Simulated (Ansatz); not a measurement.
# TaSiH₂+ (quintet): from Hartree-Fock to the top rungs at a displaced geometry (v2), def2-SVP

The task here is to estimate one member of a computed series from the others.

Method: def2-SVP, core rule «outside noble gas», up to 9 orbitals frozen; program: Ansatz 0.2.0, Gaussian basis.

Plan: UHF; CCSD(T) on ROHF; CCSD(T) on UHF; CISD as a restricted active space (open shells left free, so some higher excitations enter); CCSDT(Q) on ROHF; CCSDT(Q) on UHF.

15 further runs of the same task are left out: 4 that didn't finish, 11 set aside as unsound or not needed. Runs told in other sessions of the task aren't counted.

## The geometry

The geometry is a PBE0/def2-TZVP stationary point (not a proven minimum) with its atoms shifted at random (size 0.100 Å). No spin-orbit coupling is included. Elements past krypton take def2 core potentials.

4 atoms, charge 1, spin multiplicity 5.

Atoms are counted from 1 here; the program's logs count them from 0.

Bond lengths: Ta1–Si2 2.473 Å, Si2–H3 1.519 Å, Si2–H4 1.418 Å. Angles: Ta1–Si2–H3 124.1°, Ta1–Si2–H4 126.2°, H3–Si2–H4 107.9°.

The first run:

in.yaml

```yaml
crystal:
  periodic: [false, false, false]
  atoms:
    - {symbol: Ta, position_ang: [0.022387, -0.000621, 0.360129]}
    - {symbol: Si, position_ang: [-0.142487, 0.007753, -2.107581]}
    - {symbol: H, position_ang: [-0.065867, -1.239674, -2.971612]}
    - {symbol: H, position_ang: [0.017242, 1.135063, -2.953398]}
basis:
  gaussian: {orbitals: def2-SVP}
total_charge: 1
magnetization: {spin_polarized: true, initial_magnetization: 4}
hamiltonian: {xc: hf}
output: {orbitals: {seedname: orbitals}}
```

Command:

```bash
ansatz run in.yaml --threads 1 --pin off --events-out ev --progress --plain --max-ram 2393MiB
```

Steps of the session up to this table: UHF; CCSD(T) on ROHF; CCSD(T) on UHF; CISD as a restricted active space (open shells left free, so some higher excitations enter); CCSDT(Q) on ROHF; CCSDT(Q) on UHF.

One table of the session follows, with a row left open; its other results are not shown here.

It belongs to the step «Misses and costs». 

```
   method  from RCCSDT(Q) (meV)
     ROHF               +4735.5
      UHF               +4597.6
     RMP2               +1063.0
     UMP2                +978.0
     CISD                +522.4
    RCCSD                +205.3
    UCCSD                +117.9
 RCCSD(T)                 +49.0
 UCCSD(T)                     ?
   RCCSDT                  +9.3
   UCCSDT                 -75.3
RCCSDT(Q)                     0
UCCSDT(Q)                 -84.9
```

Estimate the missing values for UCCSD(T).

The run gave: from RCCSDT(Q) (meV): -36.2. In the column «from RCCSDT(Q) (meV)» it lies between UCCSDT (-75.3) and RCCSDT(Q) (0).

To keep in mind: Restricted and unrestricted rows rest on different reference determinants; a gap between their highest levels can come from leftover correlation error, from unlike frozen cores or from another state.
